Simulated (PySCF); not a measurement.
# C4H12Si (TMS): the cost of one run

Computed with PySCF 2.14.0, with density-fitted response routines of our own, on a single molecule in the gas phase. Atoms are numbered from 0 throughout.

**1. Starting geometry**

17 atoms, charge 0, multiplicity 1; geometry from: GFN2-xTB.

Bonds of the start (Å): C0–Si1 1.91, Si1–C2 1.91, Si1–C3 1.91, Si1–C4 1.91, C0–H5 1.09, C0–H6 1.09, C0–H7 1.09, C2–H8 1.09, C2–H9 1.09, C2–H10 1.09, C3–H11 1.09, C3–H12 1.09, C3–H13 1.09, C4–H14 1.09, C4–H15 1.09, C4–H16 1.09.

**2. Nuclear shieldings: wB97X-D/IGLO-II**

The job: settings as JSON, then the geometry in Å.

```
{"job": {"kind": "nmr", "xc": "wB97X-D", "basis": "IGLO-II", "pop": false}, "charge": 0, "multiplicity": 1}
C     -0.406572    -1.213421    -1.419378
Si    -0.001168    -0.000673    -0.001754
C      0.008130     1.785545    -0.675355
C     -1.319794    -0.154927     1.370252
C      1.716091    -0.415535     0.721562
H     -1.379676    -1.003559    -1.853159
H     -0.418731    -2.241638    -1.070248
H      0.327027    -1.147965    -2.217335
H      0.242457     2.501867     0.106393
H     -0.958122     2.057909    -1.089187
H      0.746490     1.907664    -1.462097
H     -2.312057     0.075313     0.994143
H     -1.350945    -1.160472     1.779082
H     -1.116988     0.525824     2.191677
H      1.746276    -1.426357     1.117085
H      2.493128    -0.336762    -0.032799
H      1.977455     0.259220     1.531210
```

With the program's defaults for keys left out, this is: GIAO wB97X-D/IGLO-II NMR shielding, non-relativistic, gas phase.

Run with:

```sh
OMP_NUM_THREADS=1 python probes_run.py task.json out
```

One launch serves the whole session: the jobs run in the order shown.

**Question.** How long does this first job take on 1 thread of Intel Xeon at 2.30GHz, shared host, and how much memory does it need?

About 20 s, with a peak of 1.1 GiB.
